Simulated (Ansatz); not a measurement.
Working through a rigid scan of one bond length of C₂H₄NSb, SMILES C=C=[N][SbH2]

With Ansatz 0.2.0 through its Python package.

Notebook, run cell by cell (the value of a cell's last expression is shown):

```python
import ansatz
from ase import Atoms
import numpy as np

atoms = Atoms(['C', 'C', 'N', 'Sb', 'H', 'H', 'H', 'H'], positions=[
    [0.1432, 1.9906, 0.0542],
    [0.3645, 0.7628, -0.0543],
    [0.6014, -0.4705, -0.1605],
    [-0.8091, -1.8776, 0.1066],
    [0.8804, 2.7617, -0.1078],
    [-0.9162, 2.3718, 0.2531],
    [-0.3421, -2.7647, -1.322],
    [0.1701, -2.8312, 1.1749],
])
geometry = ansatz.Crystal.molecule_from_ase(atoms)

symbols = [site.symbol for site in geometry.cartesian_sites]
start = np.array([site.position_ang for site in geometry.cartesian_sites])
axis = (start[7] - start[3]) / np.linalg.norm(start[7] - start[3])
moving = [7]
lengths, energies = [1.527, 1.596, 1.665, 1.735, 1.804, 1.874, 1.943, 2.047], []
for length in lengths:
    xyz = start.copy()
    xyz[moving] += (length - np.linalg.norm(start[7] - start[3])) * axis
    point = ansatz.Crystal.molecule()
    for symbol, place in zip(symbols, xyz):
        point = point.atom(symbol, place.tolist())
    job = (
        point.calculation()
        .basis(gaussian='def2-SVP')
        .correlation('mp2')
    )
    report = job.run(threads=1, pin='off').report
    energies.append(report['free_energy_ev'])
    print(f'r = {length:6.3f} A  E = {energies[-1]:.5f} eV  <S^2> = {abs(report["mean_field"]["state"]["spin_squared"]):.3f}')

# quartic fit about the minimum
fit = np.polynomial.Polynomial.fit(lengths, np.array(energies) - min(energies), 4).convert()
roots = [r.real for r in fit.deriv().roots() if abs(r.imag) < 1e-9 and fit.deriv(2)(r.real) > 0]
r_e = min(roots, key=lambda r: abs(r - lengths[int(np.argmin(energies))]))
print(f'minimum of the fit at {r_e:.4f} A, force constant {fit.deriv(2)(r_e):.2f} eV/A^2')
```

    r =  1.527 A  E = -10124.97741 eV  <S^2> = 0.000
    r =  1.596 A  E = -10125.17738 eV  <S^2> = 0.000
    r =  1.665 A  E = -10125.26697 eV  <S^2> = 0.000
    r =  1.735 A  E = -10125.27238 eV  <S^2> = 0.000
    r =  1.804 A  E = -10125.21437 eV  <S^2> = 0.000
    r =  1.874 A  E = -10125.10797 eV  <S^2> = 0.000
    r =  1.943 A  E = -10124.96905 eV  <S^2> = 0.000
    r =  2.047 A  E = -10124.71724 eV  <S^2> = 0.000
    minimum of the fit at 1.7042 A, force constant 15.06 eV/A^2

Reading the output:
- Total energies depend on the basis set; only differences at equal settings carry meaning.
- The rest of the molecule is held rigid at a force-field or estimated start geometry, and the basis set is modest; single-reference methods fail as a bond breaks.
- def2 sets replace the cores of elements past krypton by effective core potentials.
- The orbitals are restricted, so S² is zero by construction.
- S² is that of the Hartree-Fock reference.
- Run time: 13 s on 1 thread of Arm Neoverse V1, with other jobs on the host, peak memory 0.23 GiB.
